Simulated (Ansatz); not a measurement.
Task: a rigid scan of one bond length of C3H5Ge (charge -1), SMILES C#C[CH2][GeH2-], with Ansatz 0.2.0 through its Python package. Give the script and its output. Use (for the species named): B3LYP, def2-SVP basis, multiplicity 1, D3BJ dispersion.

```xyz
9

C    -1.9851   -0.1777   -0.6179
C    -0.9341   -0.3922   -0.0674
C     0.3410   -0.6539    0.6016
Ge    1.6328    0.7111    0.0993
H    -2.9074    0.0109   -1.1013
H     0.1927   -0.6348    1.7009
H     0.7206   -1.6509    0.2972
H     1.8386    0.6839   -1.4368
H     1.1010    2.1036    0.5245
```

Script `run_scan.py`:
```python
# -*- coding: utf-8 -*-
'''Potential curve of C3H5Ge(-) along one bond.'''

import warnings

import ansatz
import numpy as np

warnings.simplefilter('ignore', ansatz.DeckWarning)

geometry = (
    ansatz.Crystal.molecule()
    .atom('C', (-1.9851, -0.1777, -0.6179))
    .atom('C', (-0.9341, -0.3922, -0.0674))
    .atom('C', (0.341, -0.6539, 0.6016))
    .atom('Ge', (1.6328, 0.7111, 0.0993))
    .atom('H', (-2.9074, 0.0109, -1.1013))
    .atom('H', (0.1927, -0.6348, 1.7009))
    .atom('H', (0.7206, -1.6509, 0.2972))
    .atom('H', (1.8386, 0.6839, -1.4368))
    .atom('H', (1.101, 2.1036, 0.5245))
)

symbols = [site.symbol for site in geometry.cartesian_sites]
start = np.array([site.position_ang for site in geometry.cartesian_sites])
axis = (start[8] - start[3]) / np.linalg.norm(start[8] - start[3])
moving = [8]
lengths, energies = [1.364, 1.426, 1.488, 1.55, 1.612, 1.674, 1.736, 1.829], []
for length in lengths:
    xyz = start.copy()
    xyz[moving] += (length - np.linalg.norm(start[8] - start[3])) * axis
    point = ansatz.Crystal.molecule()
    for symbol, place in zip(symbols, xyz):
        point = point.atom(symbol, place.tolist())
    calculation = (
        point.calculation()
        .basis(gaussian='def2-SVP')
        .functional('b3lyp', dispersion='d3bj')
        .charge(-1)
        .accuracy('medium')
    )
    data = calculation.run().report
    energies.append(data['free_energy_ev'])
    print(f'r = {length:6.3f} A  E = {energies[-1]:.5f} eV  <S^2> = {abs(data["mean_field"]["state"]["spin_squared"]):.3f}')

# quartic fit about the minimum
fit = np.polynomial.Polynomial.fit(lengths, np.array(energies) - min(energies), 4).convert()
roots = [r.real for r in fit.deriv().roots() if abs(r.imag) < 1e-9 and fit.deriv(2)(r.real) > 0]
r_e = min(roots, key=lambda r: abs(r - lengths[int(np.argmin(energies))]))
print(f'minimum of the fit at {r_e:.4f} A, force constant {fit.deriv(2)(r_e):.2f} eV/A^2')
```

```console
$ python run_scan.py
r =  1.364 A  E = -59699.98150 eV  <S^2> = 0.000
r =  1.426 A  E = -59700.22651 eV  <S^2> = 0.000
r =  1.488 A  E = -59700.37079 eV  <S^2> = 0.000
r =  1.550 A  E = -59700.43840 eV  <S^2> = 0.000
r =  1.612 A  E = -59700.44829 eV  <S^2> = 0.000
r =  1.674 A  E = -59700.41532 eV  <S^2> = 0.000
r =  1.736 A  E = -59700.35136 eV  <S^2> = 0.000
r =  1.829 A  E = -59700.21843 eV  <S^2> = 0.000
minimum of the fit at 1.5923 A, force constant 12.19 eV/A^2
```

The settings weren't tested for convergence. The rest of the molecule is held rigid at a force-field or estimated start geometry, and the basis set is modest; single-reference methods fail as a bond breaks. b3lyp holds the VWN-RPA fit, as in Gaussian; the form of ORCA and Turbomole is b3lyp5. The orbitals are restricted, so S² is zero by construction. Anions want diffuse functions, which this basis lacks. Hardware and time: 23 s on 1 thread of Arm Neoverse V2 (shared host), peak memory 0.27 GiB.

(A comment or docstring line of the script was reworded after the run, the code is as it ran; lines on the test bed's own set-up are left out of the output.)
